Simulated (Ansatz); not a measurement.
This script drives Ansatz 0.2.0 through its Python package.

The script reads `algeh5os.xyz`:
```text
9

O     0.27820    1.17330   -2.02690
Al    0.58660    0.25570   -0.51850
S     2.60230    0.39560    0.43680
Ge   -1.06320   -1.13870    0.47090
H    -0.11570    2.07690   -1.72470
H     2.23500    1.49350    1.25320
H    -2.40290   -1.05310   -0.37210
H    -0.60690   -2.60180    0.50440
H    -1.42500   -0.64780    1.95980
```

Script `scan_algeh5os.py`:
```python
'''Stretching a bond of AlGeH5OS, the rest held rigid.'''

import ansatz as az
import numpy as np

mol = az.Crystal.molecule_from_extxyz('algeh5os.xyz')

symbols = [site.symbol for site in mol.cartesian_sites]
start = np.array([site.position_ang for site in mol.cartesian_sites])
axis = (start[4] - start[0]) / np.linalg.norm(start[4] - start[0])
moving = [4]
lengths, energies = [0.88, 0.95, 1.03, 1.13, 1.29, 1.55, 1.86, 2.27], []
for length in lengths:
    xyz = start.copy()
    xyz[moving] += (length - np.linalg.norm(start[4] - start[0])) * axis
    point = az.Crystal.molecule()
    for symbol, place in zip(symbols, xyz):
        point = point.atom(symbol, place.tolist())
    base = (
        point.calculation()
        .basis(gaussian='def2-SVP')
        .functional('pbe', dispersion='d4')
        .spin('collinear')
    )
    rep = base.run(threads=1).report
    energies.append(rep['free_energy_ev'])
    print(f'r = {length:6.3f} A  E = {energies[-1]:.5f} eV  <S^2> = {abs(rep["mean_field"]["state"]["spin_squared"]):.3f}')

print('energy above the lowest point (eV):', [round(e - min(energies), 3) for e in energies])
```

It is started by `python scan_algeh5os.py`. How long does it take on 1 thread of Arm Neoverse V2, on a shared host, and how much memory does it need?

It took about 75 s, with a peak of 0.32 GiB, for 8 runs of the engine.

```console
$ python scan_algeh5os.py
r =  0.880 A  E = -76047.45086 eV  <S^2> = 0.000
r =  0.950 A  E = -76047.72137 eV  <S^2> = 0.000
r =  1.030 A  E = -76047.68315 eV  <S^2> = 0.000
r =  1.130 A  E = -76047.34365 eV  <S^2> = 0.000
r =  1.290 A  E = -76046.52039 eV  <S^2> = 0.000
r =  1.550 A  E = -76045.09313 eV  <S^2> = 0.000
r =  1.860 A  E = -76043.71260 eV  <S^2> = 0.000
r =  2.270 A  E = -76042.88066 eV  <S^2> = 0.825
energy above the lowest point (eV): [0.271, 0.0, 0.038, 0.378, 1.201, 2.628, 4.009, 4.841]
```

Total energies depend on the basis set; only differences at equal settings carry meaning. The rest of the molecule is held rigid at a force-field or estimated start geometry, and the basis set is modest; single-reference methods fail as a bond breaks. The expectation value of S² is noticeably off S(S+1) in at least one run, so that state is spin-contaminated.
